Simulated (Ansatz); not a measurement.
# CHClSe: the cost of one run

Method: unrestricted cation, the program's frozen cores in correlated methods; program: Ansatz 0.2.0, Gaussian basis.

The runs, in order: UKS PBE-D4/def2-TZVPP; UKS r2SCAN-D4/def2-TZVPP; UKS PBE0-D4/def2-TZVPP; UKS B3LYP-D4/def2-TZVPP; UKS wB97X-V/def2-TZVPP; UKS wB97M-V/def2-TZVPP; UKS B2PLYP/def2-TZVPP; UHF-CCSD(T)/def2-TZVPP; UHF-MP2/def2-QZVPP; extrapolation to the limit; then −ε(HOMO) from the neutral's earlier runs with LDA (SPW92), PBE-D4, revPBE-D4, BLYP-D4, r2SCAN-D4, B97M-V, PBE0-D4, B3LYP-D4, r2SCANh-D4, r2SCAN0-D4, HSE06-D4, BHLYP-D4, CAM-B3LYP-D4, LC-ωPBE, ωB97X-V, ωB97M-V.

**1. The relaxed structure**

All runs share one geometry, relaxed beforehand with PBE0-D4 in a triple-zeta def2 set.

4 atoms, charge 0, spin multiplicity 1.

Atoms are counted from 1 here; the program's logs count them from 0.

Bond lengths: Cl1–C2 1.708 Å, C2–Se3 1.740 Å, C2–H4 1.086 Å. Angles: Cl1–C2–Se3 126.4°, Cl1–C2–H4 110.8°, Se3–C2–H4 122.8°.

**2. Cation, UKS PBE-D4/def2-TZVPP**

in.yaml

```yaml
crystal:
  periodic: [false, false, false]
  atoms:
    - {symbol: Cl, position_ang: [1.387500, -0.102725, -0.893451]}
    - {symbol: C, position_ang: [0.004559, -0.057575, 0.107248]}
    - {symbol: Se, position_ang: [-1.546327, 0.615491, -0.304822]}
    - {symbol: H, position_ang: [0.209769, -0.515392, 1.070724]}
basis:
  gaussian: {orbitals: def2-TZVPP}
total_charge: 1
magnetization: {spin_polarized: true, initial_magnetization: 1}
hamiltonian: {xc: pbe, dispersion: d4}
```

The run is started by

```bash
> ansatz run in.yaml --threads 2 --pin off --events-out ev --progress --plain --max-ram 4352MiB
```

What time and memory should one allow on 2 threads of Arm Neoverse V1, shared host?

About 4.1 s, with a peak of 0.26 GiB.
